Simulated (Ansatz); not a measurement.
# CoSi4Ru3: the cost of one run

Method: DFT PBE, scalar-relativistic, plane waves, PAW, unless a step names another level, in Ansatz 0.2.0.

**1. The starting structure**

Symmetry: P4/mmm, No. 123, tetragonal system. Conventional cell: a = 4.125 Å, b = 4.125 Å, c = 5.798 Å, α = 90.00°, β = 90.00°, γ = 90.00°. Co (site symmetry 4/mmm) has 8 Si at 2.51 Å as nearest neighbours. Si (site symmetry 2mm) is surrounded by 2 Co at 2.51 Å and 6 Ru at 2.51 to 2.54 Å. Ru (site symmetry 4/mmm) has 8 Si at 2.51 Å as nearest neighbours. Ru (site symmetry 4/mmm) has 8 Si at 2.54 Å and 6 Ru at 2.90 to 2.92 Å as nearest neighbours. Ru (site symmetry 4/mmm) is surrounded by 8 Si at 2.54 Å and 2 Co at 2.90 Å and 4 Ru at 2.92 Å.

Coordinates:

```
CELL_PARAMETERS angstrom
4.12464 0.00000 0.00000
0.00000 4.12464 0.00000
0.00000 0.00000 5.79828
ATOMIC_POSITIONS crystal
Co 0.50000 0.50000 0.00000
Si 0.00000 0.50000 0.24537
Si 0.00000 0.50000 0.75463
Si 0.50000 0.00000 0.24537
Si 0.50000 0.00000 0.75463
Ru 0.00000 0.00000 0.00000
Ru 0.00000 0.00000 0.50000
Ru 0.50000 0.50000 0.50000
```

It is the end of an earlier relaxation with the same method, from a generated guess; it is a trial structure. At a tolerance of 0.05 Å it has space group P4/mmm (No. 123); it has 12.33 Å³/atom, an uncorrected energy of -0.52 eV/atom over the elements.

**2. Bands, states and charges**

input.yaml reads:

```yaml
crystal:
  lattice:
    - [4.1246364904, 0.0, 0.0]
    - [0.0, 4.1246364904, 0.0]
    - [0.0, 0.0, 5.7982789138]
  atoms:
    - { symbol: Co, position: [0.5, 0.5, 0.0], spin: 0.74 }
    - { symbol: Si, position: [0.0, 0.5, 0.2453656758] }
    - { symbol: Si, position: [0.0, 0.5, 0.7546343242] }
    - { symbol: Si, position: [0.5, 0.0, 0.2453656758] }
    - { symbol: Si, position: [0.5, 0.0, 0.7546343242] }
    - { symbol: Ru, position: [0.0, 0.0, 0.0], spin: 0.19 }
    - { symbol: Ru, position: [0.0, 0.0, 0.5] }
    - { symbol: Ru, position: [0.5, 0.5, 0.5] }
basis:
  ecutwfc: 420
kpoints:
  mp_grid: { grid: [10, 10, 8] }
  band_path:
    path:
      - [[0.0, 0.0, 0.0], [0.0, 0.5, 0.0], [0.5, 0.5, 0.0], [0.0, 0.0, 0.0], [0.0, 0.0, 0.5], [0.0, 0.5, 0.5], [0.5, 0.5, 0.5], [0.0, 0.0, 0.5]]
      - [[0.0, 0.5, 0.0], [0.0, 0.5, 0.5]]
      - [[0.5, 0.5, 0.0], [0.5, 0.5, 0.5]]
    npoints: 14
hamiltonian:
  xc: pbe
scf:
  occupations: { method: gaussian, width: 0.1 }
  n_extra_bands: 20
output:
  forces: true
  stress: true
  eigenvalues: true
  populations: true
  dos: { projected: true, de: 0.02, nscf_kmesh: { grid: [12, 12, 10] } }
  bader: true
  write_density: true
  write_potential: true
  elf: true
  volumetric_format: npy
magnetization:
  spin_polarized: true
checkpoint:
  read: start.run
  write: ck
  compress: false
  write_wavefunctions: false
  write_every: 100000
```

The run is started by

```console
> ansatz run input.yaml --threads 1 --pin off --max-ram 2560MiB --backend cpu --events-out ev --progress --plain --runs-dir out
```

Q: Estimate wall time and peak memory on 1 thread of AMD EPYC 7R43 (Zen 3), shared host.

About 4.7 min, with a peak of 1.1 GiB.
